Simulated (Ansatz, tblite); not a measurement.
# C₃₉H₁₈N₂S₁₂: spin states and exact exchange

Is the singlet the ground state of C₃₉H₁₈N₂S₁₂? Other spin states are computed and compared level by level.

The runs use Ansatz 0.2.0, Gaussian basis; as each input shows.

Levels to be run: triplet, at the geometry of the singlet (GFN1-xTB, GFN2-xTB, PBE0-D4/def2-SVP, PBE-D4/def2-SVP); the singlet's energies come from earlier runs.

1 further run of the same task is left out (set aside as unsound or not needed).

### 1 The structure

The geometry is that of the singlet, from an earlier relaxation (PBE-D4/def2-SVP).

SMILES `CN(C)c1cc2sc(-c3cc4sc(-c5cc6sc(-c7cc8sc(-c9cc%10sc(-c%11cc%12sc(C#N)cc%12s%11)cc%10s9)cc8s7)cc6s5)cc4s3)cc2s1`, 71 atoms, charge 0, spin multiplicity 1.

Bond lengths: C1–N2 1.449 Å, C1–H54 1.117 Å, C1–H55 1.110 Å, C1–H56 1.106 Å, N2–C3 1.449 Å, N2–C4 1.375 Å, C3–H57 1.106 Å, C3–H58 1.117 Å, C3–H59 1.110 Å, C4–C5 1.398 Å, C4–S53 1.777 Å, C5–C6 1.421 Å, C5–H60 1.095 Å, C6–S7 1.740 Å, C6–C52 1.408 Å, S7–C8 1.773 Å, C8–C9 1.440 Å, C8–C51 1.397 Å and more. Angles: N2–C1–H54 112.7°, N2–C1–H55 110.4°, N2–C1–H56 109.3°, H54–C1–H55 107.9°, H54–C1–H56 108.7°, H55–C1–H56 107.7°, C1–N2–C3 119.2°, C1–N2–C4 117.7°, C3–N2–C4 119.8°, N2–C3–H57 109.4°, N2–C3–H58 113.3°, N2–C3–H59 110.0°, H57–C3–H58 108.6°, H57–C3–H59 107.3°, H58–C3–H59 108.0°, N2–C4–C5 128.2°, N2–C4–S53 119.4°, C5–C4–S53 112.4° and more.

### 2 Triplet at the fixed geometry, GFN1-xTB

Tight binding, by tblite at 300 K electronic temperature and without a spin-polarisation term:

```python
tblite.interface.Calculator('GFN1-xTB', numbers, positions, charge=0, uhf=2).singlepoint()
```

Energy -3885.7210 eV; 1.2 s.

### 3 Triplet at the fixed geometry, GFN2-xTB

Tight binding, by tblite at 300 K electronic temperature and without a spin-polarisation term:

```python
tblite.interface.Calculator('GFN2-xTB', numbers, positions, charge=0, uhf=2).singlepoint()
```

Energy -3739.2589 eV; 0.97 s.

### 4 Triplet at the fixed geometry, PBE0-D4/def2-SVP

File in.yaml:

```yaml
crystal:
  periodic: [false, false, false]
  atoms:
    - {symbol: C, position_ang: [17.645487, -1.113655, -0.202936]}
    - {symbol: N, position_ang: [16.876786, -1.032673, 1.023192]}
    - {symbol: C, position_ang: [17.539535, -0.631830, 2.247513]}
    - {symbol: C, position_ang: [15.511643, -0.914162, 0.914170]}
    - {symbol: C, position_ang: [14.723247, -1.020460, -0.235451]}
    - {symbol: C, position_ang: [13.344510, -0.882467, 0.079722]}
    - {symbol: S, position_ang: [11.870730, -0.917626, -0.844358]}
    - {symbol: C, position_ang: [10.892297, -0.640693, 0.607573]}
    - {symbol: C, position_ang: [9.457904, -0.552369, 0.519783]}
    - {symbol: C, position_ang: [8.573973, 0.002983, 1.449957]}
    - {symbol: C, position_ang: [7.229076, -0.114895, 1.028040]}
    - {symbol: S, position_ang: [5.688661, 0.359976, 1.686948]}
    - {symbol: C, position_ang: [4.835174, -0.278176, 0.271495]}
    - {symbol: C, position_ang: [3.402237, -0.180672, 0.200066]}
    - {symbol: C, position_ang: [2.531716, 0.494898, 1.061051]}
    - {symbol: C, position_ang: [1.183870, 0.356217, 0.657589]}
    - {symbol: S, position_ang: [-0.346164, 0.924450, 1.262417]}
    - {symbol: C, position_ang: [-1.215768, 0.134521, -0.062171]}
    - {symbol: C, position_ang: [-2.649815, 0.223277, -0.152841]}
    - {symbol: C, position_ang: [-3.497844, -0.476774, -1.018074]}
    - {symbol: C, position_ang: [-4.852107, -0.127854, -0.817351]}
    - {symbol: S, position_ang: [-6.364822, -0.618221, -1.526790]}
    - {symbol: C, position_ang: [-7.268992, 0.460643, -0.451390]}
    - {symbol: C, position_ang: [-8.703229, 0.515990, -0.540571]}
    - {symbol: C, position_ang: [-9.551886, -0.237436, -1.357604]}
    - {symbol: C, position_ang: [-10.909228, 0.099127, -1.152358]}
    - {symbol: S, position_ang: [-12.423116, -0.446314, -1.812714]}
    - {symbol: C, position_ang: [-13.326583, 0.682553, -0.792579]}
    - {symbol: C, position_ang: [-14.765228, 0.740239, -0.859251]}
    - {symbol: C, position_ang: [-15.626150, 1.520339, -0.081704]}
    - {symbol: C, position_ang: [-16.980545, 1.311104, -0.434104]}
    - {symbol: S, position_ang: [-18.498842, 1.944351, 0.125510]}
    - {symbol: C, position_ang: [-19.375988, 0.946096, -1.042016]}
    - {symbol: C, position_ang: [-20.786694, 1.008415, -1.099281]}
    - {symbol: N, position_ang: [-21.961906, 1.066486, -1.141217]}
    - {symbol: C, position_ang: [-18.525471, 0.160757, -1.823962]}
    - {symbol: C, position_ang: [-17.173211, 0.373550, -1.475253]}
    - {symbol: S, position_ang: [-15.645516, -0.252492, -2.029292]}
    - {symbol: C, position_ang: [-12.478155, 1.440006, 0.021377]}
    - {symbol: C, position_ang: [-11.121250, 1.106653, -0.184427]}
    - {symbol: S, position_ang: [-9.604448, 1.649013, 0.479776]}
    - {symbol: C, position_ang: [-6.421554, 1.165706, 0.408756]}
    - {symbol: C, position_ang: [-5.064889, 0.831707, 0.197984]}
    - {symbol: S, position_ang: [-3.550391, 1.321211, 0.904501]}
    - {symbol: C, position_ang: [-0.344669, -0.542445, -0.922631]}
    - {symbol: C, position_ang: [1.000540, -0.416869, -0.510744]}
    - {symbol: S, position_ang: [2.531561, -0.992826, -1.111699]}
    - {symbol: C, position_ang: [5.719077, -0.835638, -0.657294]}
    - {symbol: C, position_ang: [7.061847, -0.743709, -0.225701]}
    - {symbol: S, position_ang: [8.604283, -1.224372, -0.879079]}
    - {symbol: C, position_ang: [11.690973, -0.517929, 1.747394]}
    - {symbol: C, position_ang: [13.064438, -0.650105, 1.439688]}
    - {symbol: S, position_ang: [14.543807, -0.603883, 2.371980]}
    - {symbol: H, position_ang: [17.606780, -0.170315, -0.799388]}
    - {symbol: H, position_ang: [17.267445, -1.938109, -0.842321]}
    - {symbol: H, position_ang: [18.700611, -1.335574, 0.041852]}
    - {symbol: H, position_ang: [18.574469, -1.022786, 2.249121]}
    - {symbol: H, position_ang: [17.577765, 0.475758, 2.387863]}
    - {symbol: H, position_ang: [17.018289, -1.071608, 3.123725]}
    - {symbol: H, position_ang: [15.124076, -1.186779, -1.240620]}
    - {symbol: H, position_ang: [8.910312, 0.492174, 2.372322]}
    - {symbol: H, position_ang: [2.878526, 1.067810, 1.930898]}
    - {symbol: H, position_ang: [-3.136128, -1.215716, -1.743365]}
    - {symbol: H, position_ang: [-9.185891, -0.997637, -2.059960]}
    - {symbol: H, position_ang: [-15.277272, 2.200708, 0.704419]}
    - {symbol: H, position_ang: [-18.894524, -0.521375, -2.599649]}
    - {symbol: H, position_ang: [-12.841723, 2.199672, 0.724285]}
    - {symbol: H, position_ang: [-6.789471, 1.881098, 1.156069]}
    - {symbol: H, position_ang: [-0.684768, -1.086863, -1.812157]}
    - {symbol: H, position_ang: [5.387297, -1.276987, -1.606433]}
    - {symbol: H, position_ang: [11.275310, -0.367224, 2.751631]}
basis:
  gaussian: {orbitals: def2-SVP, fitting: {mean_field: def2-universal-jkfit}}
magnetization: {spin_polarized: true, initial_magnetization: 2}
hamiltonian: {xc: pbe0, dispersion: d4}
scf: {omitted_lower_state_checks: [starts]}
output: {orbitals: {seedname: orbitals}}
```

On the command line:

```
$ ansatz run in.yaml --threads 5 --pin off --events-out ev --progress --plain --max-ram 66560MiB --backend cuda --devices 0, --max-vram 37GiB
```

The program printed:

```text
Functional definition: PBE0
  name "PBE0"
  cite "Adamo & Barone, J. Chem. Phys. 110, 6158 (1999) doi:10.1063/1.478522"
  cite "Perdew, Burke & Ernzerhof, Phys. Rev. Lett. 77, 3865 (1996) doi:10.1103/PhysRevLett.77.3865"
  parent pbe
  parameter a = 0.25
  parameter kappa = 0.804
  parameter beta = 0.06672455060314922
  exchange = (1 - a)*pbe_x(kappa = kappa, mu = beta*pi^2/3) + a*exact_x
  correlation = pbe_c(beta = beta)
these checks for a lower state are left out or cut short: starts
4939 factors; integrals over basis functions are off by at most 2.4e-1 eV
mean field evaluation 1: about -173505.7658 eV, gradient 1.1e2 eV
mean field evaluation 2: about -173364.0148 eV, gradient 1.8e2 eV
mean field evaluation 4: about -173558.0032 eV, gradient 3.2e1 eV
mean field evaluation 8: about -173569.2950 eV, gradient 2.4e0 eV
mean field evaluation 16: about -173569.4068 eV, gradient 1.6e-1 eV
mean field evaluation 32: about -173569.4093 eV, gradient 3.3e-5 eV
mean field -173569.40932544 eV, -6378.5581431386 hartree, gradient 7.4e-6 eV, S^2 2.042369; 0 other end points of the search recorded, 0 dependent functions left out
reference -173569.40941644 eV, -6378.5581464828 hartree; 230, 228 occupied and 650, 652 virtual orbitals, 4939 factors
Total energy: -173572.87743493 eV, -6378.6855938118 hartree
Checks for a lower state left out: starts
```

Wall time 35 s (1 × H100 (card shared with other runs) with 5 threads of AMD EPYC 7R13, shared host); peak host memory 1.7 GiB.

HOMO -3.57 eV, LUMO -4.19 eV (over both spins; with the spin held, an empty level of the minority spin lies below the top filled one); ⟨S²⟩ 2.042 (pure: 2.00).

### 5 Triplet at the fixed geometry, PBE-D4/def2-SVP

start.molden holds the orbitals of an earlier run on this state, given as this run's starting guess.

in.yaml: that of step 4 with these lines changed.

```diff
@@ -75,5 +75,5 @@
 basis:
-  gaussian: {orbitals: def2-SVP, fitting: {mean_field: def2-universal-jkfit}}
+  gaussian: {orbitals: def2-SVP, fitting: {mean_field: def2-universal-jkfit}, initial_orbitals: start.molden}
 magnetization: {spin_polarized: true, initial_magnetization: 2}
-hamiltonian: {xc: pbe0, dispersion: d4}
+hamiltonian: {xc: pbe, dispersion: d4}
 scf: {omitted_lower_state_checks: [starts]}
```

The command is unchanged.

The program printed:

```text
Functional definition: PBE
  name "PBE"
  cite "Perdew, Burke & Ernzerhof, Phys. Rev. Lett. 77, 3865 (1996) doi:10.1103/PhysRevLett.77.3865"
  parent pbe
  parameter kappa = 0.804
  parameter beta = 0.06672455060314922
  exchange = pbe_x(kappa = kappa, mu = beta*pi^2/3)
  correlation = pbe_c(beta = beta)
these checks for a lower state are left out or cut short: starts
4939 factors; integrals over basis functions are off by at most 2.4e-1 eV
mean field evaluation 1: about -173556.7212 eV, gradient 1.4e1 eV
mean field evaluation 2: about -173557.4995 eV, gradient 8.1e-1 eV
mean field evaluation 4: about -173557.5545 eV, gradient 2.4e-1 eV
mean field evaluation 8: about -173557.5560 eV, gradient 6.9e-5 eV
mean field evaluation 16: about -173557.5560 eV, gradient 4.2e-6 eV
mean field -173557.55604900 eV, -6378.1225432641 hartree, gradient 4.2e-6 eV, S^2 2.003026; 0 other end points of the search recorded, 0 dependent functions left out
reference -173557.55616567 eV, -6378.1225475514 hartree; 230, 228 occupied and 650, 652 virtual orbitals, 4939 factors
Total energy: -173561.56385562 eV, -6378.2698274406 hartree
Checks for a lower state left out: starts
```

Wall time 20 s (1 × H100 (card shared with other runs) with 5 threads of AMD EPYC 7R13, shared host); peak host memory 1.7 GiB.

Report: HOMO -3.11 eV, LUMO -4.28 eV (over both spins; with the spin held, an empty level of the minority spin lies below the top filled one); ⟨S²⟩ 2.003 (pure: 2.00).

### 6 Triplet less singlet, vertical

The singlet's energies are those of its earlier runs, whose logs aren't repeated here.

```csv
level,"triplet less singlet, vertical (eV)",time
GFN1-xTB,+1.252,1.9 s
GFN2-xTB,+1.227,1.7 s
PBE-D4/def2-SVP,+1.212,32 s
PBE0-D4/def2-SVP,+1.566,48 s
```

Times add the two runs; a level without a time comes out of a correlated run. Tight binding without a spin term can't rank spin states.

### 7 Outcome

| quantity | value |
| --- | --- |
| triplet less singlet, vertical, functionals in def2-SVP | +1.212 (PBE-D4) to +1.566 eV (PBE0-D4) |

All functionals put the triplet above the singlet, over a spread of 0.354 eV. The checks for a lower triplet were left out, so another state of that spin may lie lower. These are electronic energies, without zero-point motion, entropy or surroundings.
